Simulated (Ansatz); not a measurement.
Working through a rigid scan of one bond length of GeH5Si, SMILES [SiH3][GeH2]

Program: Ansatz 0.2.0 through its Python package.

Run as a notebook:

```python
import ansatz as az
from ase import Atoms
import numpy as np
```

```python
atoms = Atoms(["Si", "Ge", "H", "H", "H", "H", "H"], positions=[
    (-0.5457, -0.4715, -0.6126),
    (1.0653, 0.7564, 0.461),
    (-1.5154, -1.0439, 0.3567),
    (0.0895, -1.4635, -1.4606),
    (-1.3691, 0.48, -1.4928),
    (0.4243, 1.8775, 1.3391),
    (1.9123, -0.203, 1.3634),
])
system = az.Crystal.molecule_from_ase(atoms)

symbols = [site.symbol for site in system.cartesian_sites]
start = np.array([site.position_ang for site in system.cartesian_sites])
axis = (start[5] - start[1]) / np.linalg.norm(start[5] - start[1])
moving = [5]
lengths, energies = [1.374, 1.437, 1.499, 1.562, 1.624, 1.687, 1.749, 1.843], []
for length in lengths:
    xyz = start.copy()
    xyz[moving] += (length - np.linalg.norm(start[5] - start[1])) * axis
    point = az.Crystal.molecule()
    for symbol, place in zip(symbols, xyz):
        point = point.atom(symbol, place.tolist())
    model = (
        point.calculation()
        .basis(gaussian="def2-SVP")
        .correlation("CCSD(T)")
        .spin("collinear", total=1)
    )
    summary = model.run(threads=1, pin="off").report
    energies.append(summary["free_energy_ev"])
    print(f"r = {length:6.3f} A  E = {energies[-1]:.5f} eV  <S^2> = {abs(summary['mean_field']['state']['spin_squared']):.3f}")
```

    r =  1.374 A  E = -64413.93343 eV  <S^2> = 0.757
    r =  1.437 A  E = -64414.12702 eV  <S^2> = 0.757
    r =  1.499 A  E = -64414.21491 eV  <S^2> = 0.757
    r =  1.562 A  E = -64414.22469 eV  <S^2> = 0.757
    r =  1.624 A  E = -64414.17512 eV  <S^2> = 0.757
    r =  1.687 A  E = -64414.08000 eV  <S^2> = 0.757
    r =  1.749 A  E = -64413.95420 eV  <S^2> = 0.756
    r =  1.843 A  E = -64413.72289 eV  <S^2> = 0.756

```python
# quartic fit about the minimum
fit = np.polynomial.Polynomial.fit(lengths, np.array(energies) - min(energies), 4).convert()
roots = [r.real for r in fit.deriv().roots() if abs(r.imag) < 1e-9 and fit.deriv(2)(r.real) > 0]
r_e = min(roots, key=lambda r: abs(r - lengths[int(np.argmin(energies))]))
print(f"minimum of the fit at {r_e:.4f} A, force constant {fit.deriv(2)(r_e):.2f} eV/A^2")
```

    minimum of the fit at 1.5387 A, force constant 17.02 eV/A^2

Notes:
- Total energies depend on the basis set; only differences at equal settings carry meaning.
- The rest of the molecule is held rigid at a force-field or estimated start geometry, and the basis set is modest; single-reference methods fail as a bond breaks.
- The species is open-shell (spin multiplicity 2).
- S² is that of the Hartree-Fock reference.
- Run time: 66 s on 1 thread of Arm Neoverse V2, with other jobs on the host, peak memory 0.4 GiB.
